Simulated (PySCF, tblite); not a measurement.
# C₈H₁₃N: geometry, infrared bands, NMR shifts and electronic excitations

What infrared bands, NMR shifts and electronic excitations should C₈H₁₃N (`C=N[C@@H]1CCCC(=C)C1`) show?

Computed with tblite 0.8.0 and PySCF 2.14.0, with density-fitted response routines of our own, on a single molecule in the gas phase. Atoms count from 0, in the outputs and in this text.

### Step 1. The starting structure

22 atoms, charge 0, multiplicity 1; geometry from: force field or distance geometry start.

Bonds of the start (Å): C0–N1 1.29, N1–C2 1.46, C2–C3 1.53, C3–C4 1.53, C4–C5 1.54, C5–C6 1.51, C6–C7 1.34, C6–C8 1.51, C8–C2 1.54, C0–H9 1.11, C0–H10 1.09, C2–H11 1.10, C3–H12 1.11, C3–H13 1.10, C4–H14 1.10, C4–H15 1.09, C5–H16 1.09, C5–H17 1.09, C7–H18 1.09, C7–H19 1.08, C8–H20 1.09, C8–H21 1.10.

### Step 2. Geometry optimisation with GFN2-xTB

Job settings and geometry (Å):

```
{"job": {"kind": "relax", "xc": "GFN2-xTB", "basis": "xTB"}, "charge": 0, "multiplicity": 1}
C      3.295200     0.186700    -0.033200
N      2.327200    -0.571300    -0.432500
C      1.021000    -0.246100     0.140700
C      0.234900    -1.547800     0.315800
C     -1.200500    -1.301100     0.796200
C     -1.949300    -0.356500    -0.159100
C     -1.158200     0.915600    -0.379800
C     -1.675200     2.136400    -0.168500
C      0.272200     0.697100    -0.823100
H      3.147300     1.036800     0.664700
H      4.307800     0.012100    -0.399500
H      1.102900     0.235600     1.123200
H      0.745400    -2.189500     1.065100
H      0.222200    -2.118600    -0.621100
H     -1.185700    -0.862000     1.800900
H     -1.740800    -2.250300     0.868400
H     -2.096600    -0.846200    -1.120900
H     -2.939900    -0.149900     0.253800
H     -2.709300     2.264300     0.160300
H     -1.093400     3.035200    -0.327100
H      0.257100     0.282800    -1.832700
H      0.805300     1.656000    -0.892500
```

The run is started by

```sh
> OMP_NUM_THREADS=1 python probes_run.py task.json out
```

One launch serves the whole session: the jobs run in the order shown.

**Question.** This job is followed by: GFN2-xTB harmonic vibrations, gas phase; PBE0-D3(BJ)/def2-SVP geometry optimisation, gas phase; GIAO PBE0/pcSseg-1 NMR shielding, non-relativistic, gas phase; TDDFT CAM-B3LYP/def2-SVPD, vertical, gas phase, core orbitals frozen in the response; GIAO wB97X-D/pcSseg-1 NMR shielding, non-relativistic, gas phase. Predict these results of the whole session: strongest single infrared mode (GFN2-xTB); zero-point energy (GFN2-xTB); point group; rotational constants (main isotopes); 13C shifts against TMS (PBE0/pcSseg-1); 1H shifts against TMS (PBE0/pcSseg-1); 15N shifts against NH3 (PBE0/pcSseg-1); lowest singlet (CAM-B3LYP/def2-SVPD); brightest single state of those computed; lowest triplet; vertical ionisation energy (ΔSCF); range of the shift of N1.

The runs gave:

```
                                 quantity                                                                             value
strongest single infrared mode (GFN2-xTB)                                                             2853 cm⁻¹, 125 km/mol
             zero-point energy (GFN2-xTB)                                                                    120.2 kcal/mol
                              point group                                                                                C1
     rotational constants (main isotopes)                                                              2.82, 1.17, 0.91 GHz
   13C shifts against TMS (PBE0/pcSseg-1)                             155.6, 155.1, 116.6, 77.8, 46.0, 37.2, 36.5, 27.8 ppm
    1H shifts against TMS (PBE0/pcSseg-1)  7.63, 7.12, 5.07, 5.02, 2.46, 2.42, 2.11, 2.00, 1.92, 1.73, 1.71, 1.39, 1.29 ppm
   15N shifts against NH3 (PBE0/pcSseg-1)                                                                         428.7 ppm
     lowest singlet (CAM-B3LYP/def2-SVPD)                                                       4.95 eV (250 nm), f = 0.001
 brightest single state of those computed                                                       state 2, 6.83 eV, f = 0.299
                           lowest triplet                                                                           4.13 eV
        vertical ionisation energy (ΔSCF)                                                                           9.05 eV
                 range of the shift of N1                                                                426.9 to 428.7 ppm
```

**Reading.** Relaxing lowered the energy by 0.195 eV in 86 steps; the close pair that moved most is C0–N1, from 1.293 to 1.249 Å (GFN2-xTB). All 60 modes are real, so the xTB geometry is a minimum. The strongest single mode, at 2853 cm⁻¹, moves mainly H9. Unscaled tight-binding wavenumbers are off by several per cent, some by more. Its intensities can rank the bands wrongly. The optimisation took 7 steps and gained 0.258 eV; among the close pairs (by a distance rule), C0–H10 changed most, from 1.048 to 1.100 Å (PBE0/def2-SVP). The most deshielded carbon is C6 (fully substituted alkene carbon), at 155.6 ppm: the olefinic region. At PBE0/pcSseg-1: The largest span, 752 ppm, is at N1, where the paramagnetic term is -491 ppm. The first singlet state (HOMO−1→LUMO 0.91) lies at 4.95 eV and is dark; of the 10 states computed, the strongest absorption comes from state 2 at 6.83 eV. The lowest triplet lies 0.82 eV below the lowest singlet (triplets in Tamm-Dancoff, singlets in full TDDFT). The orbital energy would give 8.37 eV for ionisation, ΔSCF gives 9.05 eV. Across the 2 runs the shift of N1 moves most, between 426.9 (wB97X-D/pcSseg-1) and 428.7 ppm (PBE0/pcSseg-1). Most of that comes from the computed reference, not from the atom's own shielding.
